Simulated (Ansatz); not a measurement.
# Cu in Ansatz: the effect of functional

The system is Cu, a slab with vacuum.

```
CELL_PARAMETERS angstrom
2.55619 0.00000 0.00000
0.00000 2.55619 0.00000
0.00000 0.00000 25.84500
ATOMIC_POSITIONS crystal
Cu 0.50000 0.50000 0.29019
Cu 0.00000 0.00000 0.36013
Cu 0.50000 0.50000 0.43006
Cu 0.00000 0.00000 0.50000
Cu 0.50000 0.50000 0.56994
Cu 0.00000 0.00000 0.63987
Cu 0.50000 0.50000 0.70981
```

The slab is cut from a database's or a generator's crystal, which needn't be the stable form of the element.

The cell isn't the ideal one: the (1 0 0) slab of Cu, cut from the database cell, not relaxed.

Alike in all runs:

- Program: Ansatz 0.2.0
- Task: relaxation of the atoms
- Potentials or basis: Ansatz PAW
- k mesh: 10 × 10 × 1
- Occupations: fermi-dirac, width 0.05 eV
- Spin: no spin polarisation

Each run relaxes the cell or the atoms first.

Problem. One run gave: largest force 0.21 eV/Å; work function 4.57 eV. Which functional did it use?
A. PBE
B. r2SCAN
C. BLYP
D. LDA
E. revPBE

Solution. A.

```csv
functional,cutoff,largest force (eV/Å),work function (eV)
LDA,420 eV (not typed: the program's choice for these potentials),0.73,4.90
PBE,420 eV (not typed: the program's choice for these potentials),0.21,4.57
PBEsol,420 eV (not typed: the program's choice for these potentials),0.47,4.69
RPBE,420 eV (not typed: the program's choice for these potentials),0.26,4.38
revPBE,420 eV (not typed: the program's choice for these potentials),0.21,4.41
BLYP,420 eV (not typed: the program's choice for these potentials),0.39,4.27
r2SCAN,500 eV (not typed: the program's choice for these potentials),0.42,4.58
```

Caveats: the PAW data sets come from PBE, with cores solved anew for the run's functional, which leaves a small shift of forces and pressure (some runs).
